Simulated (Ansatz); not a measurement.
# Tl: the cost of one run

Computed with Ansatz 0.2.0 (DFT PBE, scalar-relativistic, plane waves, PAW, unless a step's input says otherwise).

3 further runs of the same task are left out: 1 that didn't finish, 2 set aside as unsound or not needed.

## (1) The starting structure

Symmetry: P6_3/mmc, No. 194, hexagonal system. Conventional cell: a = 3.612 Å, b = 3.612 Å, c = 5.565 Å, α = 90.00°, β = 90.00°, γ = 120.00°. Tl (site symmetry -6m2) is surrounded by 12 Tl at 3.48 to 3.61 Å.

Structure file:

```xyz
2
Lattice="3.6124 0.0000 0.0000 -1.8062 3.1285 0.0000 0.0000 0.0000 5.5653" Properties=species:S:1:pos:R:3 pbc="T T T"
Tl    0.0000    2.0856    4.1740
Tl    1.8062    1.0428    1.3913
```

This cell was relaxed beforehand with the same method: volume 31.45 Å³/atom, gap on the mesh none (metal).

## (2) Bulk reference on the slab's mesh

File input.yaml:

```yaml
crystal:
  lattice:
    - [3.6124297298, 0.0, 0.0]
    - [-1.8062148649, 6.3843125041, 0.0]
    - [1.8062148649, 1.5330133681, 2.7271058703]
  atoms:
    - { symbol: Tl, position: [0.5833333333, 0.25, 0.0833333333] }
    - { symbol: Tl, position: [0.4166666667, 0.75, 0.9166666667] }
basis:
  ecutwfc: 420
kpoints:
  mp_grid: { grid: [10, 6, 13] }
hamiltonian:
  xc: pbe
scf:
  occupations: { method: gaussian, width: 0.1 }
output:
  forces: true
  stress: true
  eigenvalues: true
  write_density: true
  write_potential: true
  elf: true
  volumetric_format: npy
```

Command:

```
$ ansatz run input.yaml --threads 2 --pin off --max-ram 5632MiB --backend cpu --events-out ev --progress --plain --runs-dir out
```

What time and memory should one allow on 2 threads of Arm Neoverse V1, shared host?

About 12 s, with a peak of 0.58 GiB.
